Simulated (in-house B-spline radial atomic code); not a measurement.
# Gd²⁸⁺: excited configurations in jj coupling

Wanted: excitation energies of Gd²⁸⁺ as differences of total energies (ΔSCF).

Program: in-house B-spline radial atomic code version 1. Level of theory: Dirac-Hartree-Fock, average of configuration, Fermi nucleus, basis-set limit. These are calculated values, not measurements, unless marked.

### 1 The system

```
element       : gadolinium (Z = 64)
charge        : +28
electrons     : 36
configuration : 1s2 2s2 2p6 3s2 3p6 3d10 4s2 4p6
Hamiltonian   : Dirac-Coulomb
nucleus       : Fermi, rms radius 5.157 fm
```

The run's settings:

```ini
Z = 64
electrons = 36.0
configuration = 1s2 2s2 2p6 3s2 3p6 3d10 4s2 4p6
hamiltonian = dirac
method = hf
spin_polarised = False
nucleus = fermi
rms_radius = 5.1569
mass_number = 158
atomic_mass = 157.9241112
speed_of_light = 137.035999084
```

This reference run was done before. Its total energy is -10892.234889 hartree, and its levels are (the highest eight at most):

```csv
orbital,occupation,energy (eV),<r> (bohr)
3s1/2,2,-2861.91,0.2407
3p1/2,2,-2670.08,0.2304
3p3/2,4,-2520.52,0.2425
3d3/2,4,-2195.35,0.2152
3d5/2,6,-2163.01,0.2190
4s1/2,2,-1230.12,0.5048
4p1/2,2,-1144.03,0.5069
4p3/2,4,-1101.55,0.5258
```

### 2 Configuration 1s2 2s2 2p6 3s2 3p6 3d10 4s2 4p-2 4p+3 7f-1

In configurations, a minus sign after the shell means j = l − 1/2 and a plus sign j = l + 1/2; the count of electrons follows.

The run's settings:

```ini
Z = 64
electrons = 36.0
configuration = 1s2 2s2 2p6 3s2 3p6 3d10 4s2 4p-2 4p+3 7f-1
hamiltonian = dirac
method = hf
spin_polarised = False
nucleus = fermi
rms_radius = 5.1569
mass_number = 158
atomic_mass = 157.9241112
speed_of_light = 137.035999084
```

### 3 Run with 1s2 2s2 2p6 3s2 3p6 3d-3 3d+6 4s2 4p6 6s1

Changes to the settings of step 2:

```diff
@@ -2,3 +2,3 @@
 electrons = 36.0
-configuration = 1s2 2s2 2p6 3s2 3p6 3d10 4s2 4p-2 4p+3 7f-1
+configuration = 1s2 2s2 2p6 3s2 3p6 3d-3 3d+6 4s2 4p6 6s1
 hamiltonian = dirac
```

### 4 Configuration 1s2 2s2 2p6 3s2 3p6 3d-4 3d+5 4s2 4p6 8g+1

Changes to the settings of step 3:

```diff
@@ -2,3 +2,3 @@
 electrons = 36.0
-configuration = 1s2 2s2 2p6 3s2 3p6 3d-3 3d+6 4s2 4p6 6s1
+configuration = 1s2 2s2 2p6 3s2 3p6 3d-4 3d+5 4s2 4p6 8g+1
 hamiltonian = dirac
```

### 5 1s2 2s2 2p6 3s2 3p-2 3p+3 3d10 4s2 4p6 5s1

Changes to the settings of step 4:

```diff
@@ -2,3 +2,3 @@
 electrons = 36.0
-configuration = 1s2 2s2 2p6 3s2 3p6 3d-4 3d+5 4s2 4p6 8g+1
+configuration = 1s2 2s2 2p6 3s2 3p-2 3p+3 3d10 4s2 4p6 5s1
 hamiltonian = dirac
```

### 6 Run with 1s2 2s2 2p6 3s2 3p-2 3p+3 3d10 4s2 4p6 4d-1

Changes to the settings of step 5:

```diff
@@ -2,3 +2,3 @@
 electrons = 36.0
-configuration = 1s2 2s2 2p6 3s2 3p-2 3p+3 3d10 4s2 4p6 5s1
+configuration = 1s2 2s2 2p6 3s2 3p-2 3p+3 3d10 4s2 4p6 4d-1
 hamiltonian = dirac
```

How far above the reference does each configuration lie (order and size, in eV)?

**Answer**, as computed:

| net move | configuration | energy above the reference (eV) | with Breit, QED, recoil (eV) | largest <r> (bohr) |
| --- | --- | --- | --- | --- |
| 4p3/2 → 7f5/2 | 1s2 2s2 2p6 3s2 3p6 3d10 4s2 4p-2 4p+3 7f-1 | 850.02 | 849.23 | 2.15 |
| 3p3/2 → 4d3/2 | 1s2 2s2 2p6 3s2 3p-2 3p+3 3d10 4s2 4p6 4d-1 | 1523.64 | 1521.11 | 0.521 |
| 3d3/2 → 6s | 1s2 2s2 2p6 3s2 3p6 3d-3 3d+6 4s2 4p6 6s1 | 1750.13 | 1748.67 | 1.36 |
| 3p3/2 → 5s | 1s2 2s2 2p6 3s2 3p-2 3p+3 3d10 4s2 4p6 5s1 | 1833.14 | 1830.78 | 0.880 |
| 3d5/2 → 8g9/2 | 1s2 2s2 2p6 3s2 3p6 3d-4 3d+5 4s2 4p6 8g+1 | 1973.50 | 1972.37 | 2.89 |

What this shows: The energies run from 850.02 eV (4p3/2 → 7f5/2) to 1973.50 eV (3d5/2 → 8g9/2). Koopmans' estimate of the ionisation threshold is 1101.55 eV; 4 configurations exceed it by over 2 % and could autoionise. These are averages over configurations, without correlation, not spectroscopic levels.
